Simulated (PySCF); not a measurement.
# Lu(NO2)3: other functionals and bases at one geometry

How far do other levels of theory move the description of Lu(NO2)3, and what does each cost? It is a constructed species; whether it can be made isn't addressed.

Computed with PySCF 2.14.0. Level: several levels, as the steps say, no spin–orbit coupling.

3 further runs of the same task are left out: 2 for a known fault of the program, 1 that didn't finish.

### Step 1. Starting geometry

10 atoms, charge 0, spin multiplicity 1.

Bond lengths: Lu1–O2 2.294 Å, Lu1–O3 2.294 Å, Lu1–N4 2.747 Å, Lu1–O5 2.294 Å, Lu1–O6 2.294 Å, Lu1–N7 2.747 Å, Lu1–O8 2.294 Å, Lu1–O9 2.294 Å, Lu1–N10 2.747 Å, O2–N4 1.264 Å, O3–N4 1.264 Å, O5–N7 1.264 Å, O6–N7 1.264 Å, O8–N10 1.264 Å, O9–N10 1.264 Å. Angles: O2–Lu1–O3 54.4°, O2–Lu1–N4 27.2°, O2–Lu1–O5 101.2°, O2–Lu1–O6 118.9°, O2–Lu1–N7 112.4°, O2–Lu1–O8 101.2°, O2–Lu1–O9 135.1°, O2–Lu1–N10 120.5°, O3–Lu1–N4 27.2°, O3–Lu1–O5 135.1°, O3–Lu1–O6 101.2°, O3–Lu1–N7 120.5°, O3–Lu1–O8 118.9°, O3–Lu1–O9 101.2°, O3–Lu1–N10 112.4°, N4–Lu1–O5 120.5°, N4–Lu1–O6 112.4°, N4–Lu1–N7 120.0° and more.

As a file:

```mol
LuN3O6
  3D, bonds by distance, orders not assigned

 10 15  0  0  0  0  0  0  0  0999 V2000
    0.0000   -0.0000    0.0000 Lu  0  0
    2.0405    0.1675    1.0352 O   0  0
    2.0405   -0.1675   -1.0352 O   0  0
    2.7471   -0.0000    0.0000 N   0  0
   -1.1653    1.6834    1.0352 O   0  0
   -0.8752    1.8509   -1.0352 O   0  0
   -1.3735    2.3790   -0.0000 N   0  0
   -0.8752   -1.8509    1.0352 O   0  0
   -1.1653   -1.6834   -1.0352 O   0  0
   -1.3736   -2.3790    0.0000 N   0  0
  1  2  8  0
  1  3  8  0
  1  4  8  0
  1  5  8  0
  1  6  8  0
  1  7  8  0
  1  8  8  0
  1  9  8  0
  1 10  8  0
  2  4  8  0
  3  4  8  0
  5  7  8  0
  6  7  8  0
  8 10  8  0
  9 10  8  0
M  END
```

Formal oxidation states: Lu +3. Each metal's 14 4f electrons lie in its core potential, so multiplicities, spins and levels count the valence alone. An earlier session relaxed this geometry at B3LYP, Lu lcecp-1-SVP with ECP60, O def2-SVP, N def2-SVP (singlet, point group D3).

At B3LYP on the finer grid: E = -655.098070 Eh, HOMO -8.61 eV, LUMO -3.67 eV, Mulliken charge on Lu1 +1.14 e, largest force component 0.007 eV/Å. 

Levels to run: wB97X; PBE0; TPSS; CAM-B3LYP; B3LYP, TZVP. Hardware: 4 threads of Arm Neoverse N1, shared host.

### Step 2. wB97X

Input file run.py (the lines that set the calculation):

```python
mol = gto.M(atom='''
Lu     0.00000     0.00000     0.00000
O      2.04054     0.16746     1.03522
O      2.04054    -0.16747    -1.03522
N      2.74709     0.00000     0.00000
O     -1.16529     1.68343     1.03522
O     -0.87524     1.85089    -1.03522
N     -1.37354     2.37905     0.00000
O     -0.87525    -1.85089     1.03522
O     -1.16530    -1.68343    -1.03522
N     -1.37355    -2.37905     0.00000''',
    basis={'Lu': 'lcecp-1-SVP', 'O': 'def2-SVP', 'N': 'def2-SVP'},
    ecp={'Lu': 'lcecp-1-SVP'},
    charge=0, spin=0)
mf = dft.RKS(mol, xc='WB97X')
mf.grids.atom_grid = (75, 302)  # f atoms: unpruned, at least (60, 302)
mf = mf.density_fit()  # fitting sets: Lu AutoAux, O def2-universal-JKFIT, N def2-universal-JKFIT
mf.conv_tol = 1e-08; mf.max_cycle = 55
mf.kernel(dm0)  # dm0: the density of the relaxed state
```

Command:

```bash
$ OMP_NUM_THREADS=4 python run.py
```

Log:

```text
init E= -654.936841808585
  HOMO = -0.415207925045948  LUMO = -0.0369377563060225  gap/eV = 10.29326
cycle= 1 E= -654.940620908793  delta_E= -0.00378  |g|= 0.0268  |ddm|= 0.177
  HOMO = -0.422043208917341  LUMO = -0.0424934809538747  gap/eV = 10.32807
cycle= 2 E= -654.940866420821  delta_E= -0.000246  |g|= 0.0161  |ddm|= 0.055
  HOMO = -0.420082922860057  LUMO = -0.0403765934315853  gap/eV = 10.33234
cycle= 3 E= -654.940926494029  delta_E= -6.01e-05  |g|= 0.0075  |ddm|= 0.0166
  HOMO = -0.419953885244794  LUMO = -0.0402278923412082  gap/eV = 10.33287
cycle= 4 E= -654.940939642578  delta_E= -1.31e-05  |g|= 0.00257  |ddm|= 0.00807
  HOMO = -0.420193419416135  LUMO = -0.0403400169344437  gap/eV = 10.33634
cycle= 5 E= -654.940941889309  delta_E= -2.25e-06  |g|= 0.000602  |ddm|= 0.00372
  HOMO = -0.42020057740804  LUMO = -0.0403557775210068  gap/eV = 10.33610
cycle= 6 E= -654.940942056347  delta_E= -1.67e-07  |g|= 0.000116  |ddm|= 0.00121
  HOMO = -0.420199360175407  LUMO = -0.0403503232591771  gap/eV = 10.33622
cycle= 7 E= -654.940942066777  delta_E= -1.04e-08  |g|= 2.41e-05  |ddm|= 0.000322
  HOMO = -0.420199866121518  LUMO = -0.0403514646497307  gap/eV = 10.33620
cycle= 8 E= -654.94094206708  delta_E= -3.03e-10  |g|= 1.96e-05  |ddm|= 5.2e-05
  HOMO = -0.420200226170374  LUMO = -0.0403517136915165  gap/eV = 10.33620
Extra cycle  E= -654.940942067009  delta_E= 7.03e-11  |g|= 3.17e-05  |ddm|= 3.63e-05
converged SCF energy = -654.940942067009
```

Run time: 19 s. Hardware: 4 threads of Arm Neoverse N1, shared host.

It gives: E = -654.940942 Eh, HOMO -11.43 eV, LUMO -1.10 eV, Mulliken charge on Lu1 +1.23 e, largest force component 0.700 eV/Å. 

### Step 3. PBE0

Edit run.py (the lines that set the calculation) of step 2 so:

```diff
@@ -14,3 +14,3 @@
     charge=0, spin=0)
-mf = dft.RKS(mol, xc='WB97X')
+mf = dft.RKS(mol, xc='PBE0')
 mf.grids.atom_grid = (75, 302)  # f atoms: unpruned, at least (60, 302)
```

Command:

```bash
$ OMP_NUM_THREADS=4 python run.py
```

Log:

```text
init E= -654.431821140035
  HOMO = -0.3250157190987  LUMO = -0.12385883136529  gap/eV = 5.47376
cycle= 1 E= -654.433475160437  delta_E= -0.00165  |g|= 0.0414  |ddm|= 0.144
  HOMO = -0.331787402729312  LUMO = -0.128781137985166  gap/eV = 5.52408
cycle= 2 E= -654.433358465922  delta_E= 0.000117  |g|= 0.0495  |ddm|= 0.0796
  HOMO = -0.328944083110483  LUMO = -0.126827781163096  gap/eV = 5.49986
cycle= 3 E= -654.433816002665  delta_E= -0.000458  |g|= 0.00946  |ddm|= 0.043
  HOMO = -0.328358909164258  LUMO = -0.126180033615811  gap/eV = 5.50157
cycle= 4 E= -654.433832751585  delta_E= -1.67e-05  |g|= 0.00206  |ddm|= 0.00721
  HOMO = -0.328316001442868  LUMO = -0.126128666859428  gap/eV = 5.50180
cycle= 5 E= -654.4338336572  delta_E= -9.06e-07  |g|= 0.000226  |ddm|= 0.00236
  HOMO = -0.328310364902189  LUMO = -0.12612931260208  gap/eV = 5.50163
cycle= 6 E= -654.433833668484  delta_E= -1.13e-08  |g|= 6.48e-05  |ddm|= 0.000308
  HOMO = -0.328308091515512  LUMO = -0.126125432153249  gap/eV = 5.50167
cycle= 7 E= -654.43383366847  delta_E= 1.41e-11  |g|= 6.53e-05  |ddm|= 9e-05
  HOMO = -0.328307731535642  LUMO = -0.126125021727287  gap/eV = 5.50167
Extra cycle  E= -654.433833663386  delta_E= 5.08e-09  |g|= 0.000174  |ddm|= 0.00017
converged SCF energy = -654.433833663386
```

It took 13 s on 4 threads of Arm Neoverse N1, shared host.

Result: E = -654.433834 Eh, HOMO -8.93 eV, LUMO -3.43 eV, Mulliken charge on Lu1 +1.24 e, largest force component 0.729 eV/Å. 

### Step 4. TPSS

Edit run.py (the lines that set the calculation) of step 3 so:

```diff
@@ -14,3 +14,3 @@
     charge=0, spin=0)
-mf = dft.RKS(mol, xc='PBE0')
+mf = dft.RKS(mol, xc='TPSS')
 mf.grids.atom_grid = (75, 302)  # f atoms: unpruned, at least (60, 302)
```

Command:

```bash
$ OMP_NUM_THREADS=4 python run.py
```

Log:

```text
init E= -655.185469905496
  HOMO = -0.270886921803718  LUMO = -0.162845129362174  gap/eV = 2.93997
cycle= 1 E= -655.186293339698  delta_E= -0.000823  |g|= 0.117  |ddm|= 0.236
  HOMO = -0.266790182343144  LUMO = -0.154917390607897  gap/eV = 3.04421
cycle= 2 E= -655.173127152945  delta_E= 0.0132  |g|= 0.29  |ddm|= 0.275
  HOMO = -0.268175972715854  LUMO = -0.158658843678297  gap/eV = 2.98011
cycle= 3 E= -655.188915189593  delta_E= -0.0158  |g|= 0.0145  |ddm|= 0.181
  HOMO = -0.268089975346594  LUMO = -0.15876186905905  gap/eV = 2.97497
cycle= 4 E= -655.188977699429  delta_E= -6.25e-05  |g|= 0.00329  |ddm|= 0.0244
  HOMO = -0.26846891954455  LUMO = -0.159145907359375  gap/eV = 2.97483
cycle= 5 E= -655.188980088217  delta_E= -2.39e-06  |g|= 0.000478  |ddm|= 0.00317
  HOMO = -0.268439311227651  LUMO = -0.159118318073141  gap/eV = 2.97478
cycle= 6 E= -655.188980098469  delta_E= -1.03e-08  |g|= 0.000441  |ddm|= 0.000614
  HOMO = -0.268437158188656  LUMO = -0.159116953639751  gap/eV = 2.97475
cycle= 7 E= -655.18898013712  delta_E= -3.87e-08  |g|= 8.01e-05  |ddm|= 0.000374
  HOMO = -0.268435733392047  LUMO = -0.159116009642339  gap/eV = 2.97474
cycle= 8 E= -655.188980138107  delta_E= -9.87e-10  |g|= 4.17e-05  |ddm|= 7.84e-05
  HOMO = -0.268435581099789  LUMO = -0.159115514364427  gap/eV = 2.97475
Extra cycle  E= -655.188980132501  delta_E= 5.61e-09  |g|= 0.00017  |ddm|= 0.000155
converged SCF energy = -655.188980132501
```

Run time: 19 s. Hardware: 4 threads of Arm Neoverse N1, shared host.

Read off: E = -655.188980 Eh, HOMO -7.30 eV, LUMO -4.33 eV, Mulliken charge on Lu1 +1.12 e, largest force component 0.895 eV/Å. 

### Step 5. CAM-B3LYP

Edit run.py (the lines that set the calculation) of step 4 so:

```diff
@@ -14,3 +14,3 @@
     charge=0, spin=0)
-mf = dft.RKS(mol, xc='TPSS')
+mf = dft.RKS(mol, xc='CAMB3LYP')
 mf.grids.atom_grid = (75, 302)  # f atoms: unpruned, at least (60, 302)
```

Command:

```bash
$ OMP_NUM_THREADS=4 python run.py
```

Log:

```text
init E= -654.855148431051
  HOMO = -0.378761812237157  LUMO = -0.0780492295240594  gap/eV = 8.18281
cycle= 1 E= -654.856738231333  delta_E= -0.00159  |g|= 0.0249  |ddm|= 0.128
  HOMO = -0.382929029676433  LUMO = -0.0822225068273732  gap/eV = 8.18264
cycle= 2 E= -654.856738091249  delta_E= 1.4e-07  |g|= 0.029  |ddm|= 0.0433
  HOMO = -0.382098359608238  LUMO = -0.0809026821785439  gap/eV = 8.19595
cycle= 3 E= -654.856892578172  delta_E= -0.000154  |g|= 0.00587  |ddm|= 0.0202
  HOMO = -0.381771236108092  LUMO = -0.0805381047386701  gap/eV = 8.19697
cycle= 4 E= -654.856899519631  delta_E= -6.94e-06  |g|= 0.00115  |ddm|= 0.00499
  HOMO = -0.381950572411668  LUMO = -0.0806804875589183  gap/eV = 8.19798
cycle= 5 E= -654.856900026751  delta_E= -5.07e-07  |g|= 0.000356  |ddm|= 0.00219
  HOMO = -0.381935185961621  LUMO = -0.0806711980020875  gap/eV = 8.19781
cycle= 6 E= -654.856900063676  delta_E= -3.69e-08  |g|= 7.48e-05  |ddm|= 0.000557
  HOMO = -0.381937615864186  LUMO = -0.0806707281464318  gap/eV = 8.19789
cycle= 7 E= -654.856900065639  delta_E= -1.96e-09  |g|= 2.77e-05  |ddm|= 0.000128
  HOMO = -0.38193667755763  LUMO = -0.0806702713417275  gap/eV = 8.19788
Extra cycle  E= -654.856900065325  delta_E= 3.14e-10  |g|= 5.28e-05  |ddm|= 5.68e-05
converged SCF energy = -654.856900065325
```

It took 20 s on 4 threads of Arm Neoverse N1, shared host.

Read off: E = -654.856900 Eh, HOMO -10.39 eV, LUMO -2.20 eV, Mulliken charge on Lu1 +1.16 e, largest force component 0.604 eV/Å. 

### Step 6. B3LYP, TZVP

Basis: Lu lcecp-1-TZVP with ECP60, O def2-TZVP, N def2-TZVP. 

Edit run.py (the lines that set the calculation) of step 5 so:

```diff
@@ -11,6 +11,6 @@
 N     -1.37355    -2.37905     0.00000''',
-    basis={'Lu': 'lcecp-1-SVP', 'O': 'def2-SVP', 'N': 'def2-SVP'},
-    ecp={'Lu': 'lcecp-1-SVP'},
+    basis={'Lu': 'lcecp-1-TZVP', 'O': 'def2-TZVP', 'N': 'def2-TZVP'},
+    ecp={'Lu': 'lcecp-1-TZVP'},
     charge=0, spin=0)
-mf = dft.RKS(mol, xc='CAMB3LYP')
+mf = dft.RKS(mol, xc='B3LYP')
 mf.grids.atom_grid = (75, 302)  # f atoms: unpruned, at least (60, 302)
@@ -18,2 +18,2 @@
 mf.conv_tol = 1e-08; mf.max_cycle = 55
-mf.kernel(dm0)  # dm0: the density of the relaxed state
+mf.kernel(dm0)  # dm0: free metal ions and neutral atoms
```

Command:

```bash
$ OMP_NUM_THREADS=4 python run.py
```

Log:

```text
init E= -661.9549650581
  HOMO = -0.248673891684369  LUMO = -0.09746519866903  gap/eV = 4.11460
cycle= 1 E= -655.266354060319  delta_E= 6.69  |g|= 1.74  |ddm|= 3.29
  HOMO = -0.282985735063213  LUMO = -0.19905956056485  gap/eV = 2.28375
cycle= 2 E= -653.390330783019  delta_E= 1.88  |g|= 3.81  |ddm|= 2.31
  HOMO = -0.327633683374276  LUMO = -0.149359771212621  gap/eV = 4.85108
cycle= 3 E= -655.825778910225  delta_E= -2.44  |g|= 0.146  |ddm|= 1.53
  HOMO = -0.312229729592383  LUMO = -0.129306560371348  gap/eV = 4.97759
cycle= 4 E= -655.828504142966  delta_E= -0.00273  |g|= 0.0852  |ddm|= 0.13
  HOMO = -0.318525623033324  LUMO = -0.134060987865561  gap/eV = 5.01954
cycle= 5 E= -655.829670846281  delta_E= -0.00117  |g|= 0.0177  |ddm|= 0.0568
  HOMO = -0.317805365619367  LUMO = -0.133589121256497  gap/eV = 5.01278
cycle= 6 E= -655.829735938504  delta_E= -6.51e-05  |g|= 0.00244  |ddm|= 0.0162
  HOMO = -0.317726112023003  LUMO = -0.13342735780022  gap/eV = 5.01502
cycle= 7 E= -655.82973717455  delta_E= -1.24e-06  |g|= 0.000675  |ddm|= 0.00298
  HOMO = -0.317771734745303  LUMO = -0.133473473828653  gap/eV = 5.01501
cycle= 8 E= -655.829737183734  delta_E= -9.18e-09  |g|= 0.000692  |ddm|= 0.000758
  HOMO = -0.317776953476407  LUMO = -0.133478020758041  gap/eV = 5.01503
cycle= 9 E= -655.829737270341  delta_E= -8.66e-08  |g|= 3.17e-05  |ddm|= 0.00036
  HOMO = -0.31777538376971  LUMO = -0.133476390928165  gap/eV = 5.01503
cycle= 10 E= -655.829737270584  delta_E= -2.43e-10  |g|= 4.5e-06  |ddm|= 3.88e-05
  HOMO = -0.317775752883107  LUMO = -0.133476660020385  gap/eV = 5.01503
Extra cycle  E= -655.829737270579  delta_E= 5.46e-12  |g|= 7.35e-06  |ddm|= 7.75e-06
converged SCF energy = -655.829737270579
```

Run time: 74 s. Hardware: 4 threads of Arm Neoverse N1, shared host.

Result: E = -655.829737 Eh, HOMO -8.65 eV, LUMO -3.63 eV, Mulliken charge on Lu1 +1.52 e, largest force component 0.180 eV/Å. 

### Step 7. Results

| level | state | HOMO (eV) | gap (eV) | charge on Lu1 (e) | dipole (D) | largest force (eV/Å) | basis functions | time |
| --- | --- | --- | --- | --- | --- | --- | --- | --- |
| B3LYP (relaxed here) | singlet | -8.61 | 4.94 | 1.14 | 0.00 | 0.01 | 159 | 51 s |
| wB97X | singlet | -11.43 | 10.34 | 1.23 | 0.00 | 0.70 | 159 | 19 s |
| PBE0 | singlet | -8.93 | 5.50 | 1.24 | 0.00 | 0.73 | 159 | 13 s |
| TPSS | singlet | -7.30 | 2.97 | 1.12 | 0.00 | 0.90 | 159 | 19 s |
| CAM-B3LYP | singlet | -10.39 | 8.20 | 1.16 | 0.00 | 0.60 | 159 | 20 s |
| B3LYP, TZVP | singlet | -8.65 | 5.02 | 1.52 | 0.00 | 0.18 | 326 | 74 s |

Times are on 4 threads of Arm Neoverse N1, shared host; the first row also made further properties.

In one basis the HOMO–LUMO gap runs from 2.97 eV (TPSS) to 10.34 eV (wB97X). The largest leftover force, 0.90 eV/Å with TPSS, stands at a geometry relaxed at another level. The Mulliken charge on Lu spans +1.12 to +1.52 e over the levels. With 4f in the core, its levels are missing from HOMO and gap. Total energies of different levels can't be compared. Spin–orbit coupling is left out throughout.
